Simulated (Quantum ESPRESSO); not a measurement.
Here is a Quantum ESPRESSO 7.5 calculation.

File pw.in:

```
&CONTROL
  calculation = 'scf'
  prefix = 'pwscf'
  outdir = './tmp'
  pseudo_dir = './pseudo'
  tprnfor = .true.
  tstress = .true.
  disk_io = 'low'
/
&SYSTEM
  ibrav = 0
  nat = 5
  ntyp = 4
  ecutwfc = 64
  ecutrho = 782
  nbnd = 42
  occupations = 'smearing'
  smearing = 'fd'
  degauss = 0.00367493
  nspin = 2
  starting_magnetization(1) = 0
  starting_magnetization(2) = 0
  starting_magnetization(3) = 0.1875
  starting_magnetization(4) = 0
/
&ELECTRONS
  conv_thr = 1d-09
  electron_maxstep = 120
  mixing_beta = 0.3
/
ATOMIC_SPECIES
K     39.0983 K.pbe-spn-kjpaw_psl.1.0.0.UPF
Rb    85.4678 Rb_ONCV_PBE-1.0.oncvpsp.upf
Fe    55.8450 Fe.pbe-spn-kjpaw_psl.0.2.1.UPF
Br    79.9040 br_pbe_v1.4.uspp.F.UPF
CELL_PARAMETERS angstrom
   4.9806475600    0.0000000000    0.0000000000
   0.0000000000    4.9806475600    0.0000000000
   0.0000000000    0.0000000000    5.0107966700
ATOMIC_POSITIONS crystal
K      0.0000000000    0.0000000000    0.0000000000
Rb     0.5000000000    0.5000000000    0.5000000000
Fe     0.5000000000    0.0000000000    0.5000000000
Fe     0.0000000000    0.5000000000    0.5000000000
Br     0.5000000000    0.5000000000    0.0000000000
K_POINTS automatic
6 6 6 0 0 0
```

File pp_density.in:

```
&INPUTPP
  prefix = 'pwscf'
  outdir = './tmp'
  filplot = 'density.dat'
  plot_num = 0
/
&PLOT
  nfile = 1
  filepp(1) = 'density.dat'
  iflag = 3
  output_format = 6
  fileout = 'density.cube'
/
```

File pp_potential.in:

```
&INPUTPP
  prefix = 'pwscf'
  outdir = './tmp'
  filplot = 'potential.dat'
  plot_num = 11
/
&PLOT
  nfile = 1
  filepp(1) = 'potential.dat'
  iflag = 3
  output_format = 6
  fileout = 'potential.cube'
/
```

File pp_spin.in:

```
&INPUTPP
  prefix = 'pwscf'
  outdir = './tmp'
  filplot = 'spin.dat'
  plot_num = 6
/
&PLOT
  nfile = 1
  filepp(1) = 'spin.dat'
  iflag = 3
  output_format = 6
  fileout = 'spin.cube'
/
```

Potentials or basis: SSSP 1.3 efficiency PBE.

Launch:

```sh
$ OMP_NUM_THREADS=1 pw.x -in pw.in > pw.out
$ OMP_NUM_THREADS=1 pp.x -in pp_density.in > pp_density.out
$ OMP_NUM_THREADS=1 pp.x -in pp_potential.in > pp_potential.out
$ OMP_NUM_THREADS=1 pp.x -in pp_spin.in > pp_spin.out
```

Task: Estimate the absolute moment.

Result: 6.30 μB per cell.

Task: Estimate the pressure.

Result: 16.3 GPa.

Task: Estimate the site moments.

Result: K -0.00; Rb +0.03; Fe +2.83; Br +0.03 μB.

Task: Estimate the band gap on the k mesh.

Result: None (metal or under the smearing width).

Stress tensor (GPa, compression positive):
```
 6.76  0.00  0.00
 0.00  6.76  0.00
 0.00  0.00 35.49
```

Caveat: so large a pressure means that the cell lies far from this level's equilibrium, or that cutoff or potentials fall short; semilocal functionals often make such compounds metallic where correlation or magnetic order opens a gap, which also shifts bond lengths.
